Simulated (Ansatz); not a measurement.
# FHf: the cost of one run

Program: Ansatz 0.2.0. Level of theory: unrestricted Hartree-Fock, Gaussian basis def2-TZVPP, and further levels as typed in the inputs. These are calculated values, not measurements.

## (1) The starting structure

Bond lengths: Hf1–F2 1.850 Å.

Coordinates:

```xyz
2

Hf    0.0000    0.0000    0.0000
F     0.0000    0.0000    1.8500
```

## (2) Batch of points: FHf

input.yaml reads:

```yaml
magnetization:
  spin_polarized: true
  initial_magnetization: 1
basis:
  gaussian: { orbitals: def2-TZVPP }
hamiltonian:
  xc: hf
batch:
  members: [s0.yaml, s1.yaml, s2.yaml, s3.yaml, s4.yaml, s5.yaml, s6.yaml, s7.yaml, s8.yaml, s9.yaml, s10.yaml]
# s1.yaml, one of 11 members:
crystal:
  periodic: [false, false, false]
  atoms:
    - { symbol: Hf, position_ang: [0.0, 0.0, 0.0] }
    - { symbol: F, position_ang: [0.0, 0.0, 1.71] }
```

What time and memory should one allow on 6 threads of Arm Neoverse V2, shared host?

About 16 s, with a peak of 0.69 GiB.
